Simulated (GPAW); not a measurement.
Set up this calculation in GPAW 26.7.0, as an ASE script.

| Property | Result |
| --- | --- |
| Task | magnons |
| Functional | LDA |
| Potentials or basis | the program's PAW data sets (release 1.2.1) made for this functional |
| Cutoff | 550 eV |
| Basis | pw |
| k mesh | 9 × 9 × 9 |
| Occupations | fermi-dirac, width 0.05 eV |
| Spin | collinear spin, ferromagnetic start |
| Starting moments | [3.0, 0.0] μB |
| Lines | 2 |
| Response ecut | 150 eV |
| Maxiter | 150 |
| Response k mesh | 8 × 8 × 8 |
| Response bands | 26 |
| Sites | [0] |
| Site radius | 0.999 |

The structure of CoO lies in CoO.xyz:

```xyz
2
Lattice="0.0000000000 2.1026940521 2.1026940521 2.1026940521 0.0000000000 2.1026940521 2.1026940521 2.1026940521 0.0000000000" Properties=species:S:1:pos:R:3 pbc="T T T"
Co     0.0000000000      0.0000000000      0.0000000000
O      2.1026940521      2.1026940521      2.1026940521
```

These files were run (other wordings do the same):

run.py

```python
import numpy as np
from ase.dft.bandgap import bandgap
from ase.io import read, write
from gpaw import GPAW, PW
from gpaw.response import ResponseContext, ResponseGroundStateAdapter
from gpaw.response.chiks import ChiKSCalculator
from gpaw.response.heisenberg import calculate_fm_magnon_energies
from gpaw.response.localft import LocalFTCalculator
from gpaw.response.mft import IsotropicExchangeCalculator
from gpaw.response.site_kernels import SphericalSiteKernels

atoms = read('CoO.xyz')
atoms.set_initial_magnetic_moments([3.0, 0.0])

calc = GPAW(mode=PW(550),
            xc='LDA',
            kpts={'size': (9, 9, 9), 'gamma': True},
            occupations={'name': 'fermi-dirac', 'width': 0.05},
            nbands=17,
            convergence={'density': 0.0001},
            maxiter=150,
            txt='gpaw.txt')
atoms.calc = calc
energy = atoms.get_potential_energy()
calc.write('gs.gpw')
write('result.traj', atoms)
print(f'Energy: {energy:.6f} eV')
print('Moments:', calc.get_magnetic_moments().round(3))
print('Fermi level:', round(calc.get_fermi_level(), 4), 'eV')
print(f'Gap: {bandgap(calc)[0]:.4f} eV, direct: {bandgap(calc, direct=True)[0]:.4f} eV')

dense = calc.fixed_density(kpts={'size': (8, 8, 8), 'gamma': True},
                           nbands=32, convergence={'bands': 26, 'eigenstates': 1e-12},
                           update_fermi_level=True, maxiter=300, txt='dense.txt')
dense.write('dense.gpw', mode='all')

sites = [0]
moments = calc.get_magnetic_moments()[sites]
q_qc = np.array([[0.0, 0.0, 0.0], [0.125, 0.0, 0.0], [0.25, 0.0, 0.0], [0.5, 0.0, 0.0], [0.125, 0.125, 0.0], [0.25, 0.25, 0.0], [0.5, 0.5, 0.0]])
gs = ResponseGroundStateAdapter.from_gpw_file('dense.gpw')
context = ResponseContext(txt='mft.txt')
chiks = ChiKSCalculator(gs, context, ecut=150, nbands=26, gammacentered=True)
exchange = IsotropicExchangeCalculator(chiks, LocalFTCalculator.from_rshe_parameters(gs, context))
kernels = SphericalSiteKernels(atoms.positions[sites], [[0.999] * len(sites)])
J_qab = np.array([exchange(q_c, kernels)[..., 0] for q_c in q_qc])
E_qn = calculate_fm_magnon_energies(J_qab, q_qc, moments)
np.savetxt('exchange.dat', np.c_[q_qc, 1000 * J_qab.real.reshape((len(q_qc), -1))], fmt='%.4f')
np.savetxt('magnons.dat', np.c_[q_qc, 1000 * E_qn.real], fmt='%.4f')
for q_c, E_n in zip(q_qc, E_qn):
    print(q_c.round(4), 'magnon energies (meV):', (1000 * E_n.real).round(2))
```

Potentials or basis: the program's PAW data sets (release 1.2.1) made for this functional, pw.

Command:

```sh
$ OMP_NUM_THREADS=1 python run.py
```

Results of the run:

```yaml
Band_gap_on_the_k_mesh: none (metal or under the smearing width)
Net_moment: 2.73 μB per cell
Site_moments: Co +2.35; O +0.22 μB
```

Caveat: the number of bands moves the energies at small q by some ten meV; the exchange constants hang on this mesh and on the site radius; magnon energies are noisy on this mesh; a cell with one magnetic atom can't hold antiferromagnetic order, which such compounds often take; semilocal functionals often make such compounds metallic where correlation or magnetic order opens a gap, which also shifts bond lengths.

Wall time 92 s on 1 thread of Arm Neoverse V2, with other jobs on the host, peak memory 0.34 GiB.
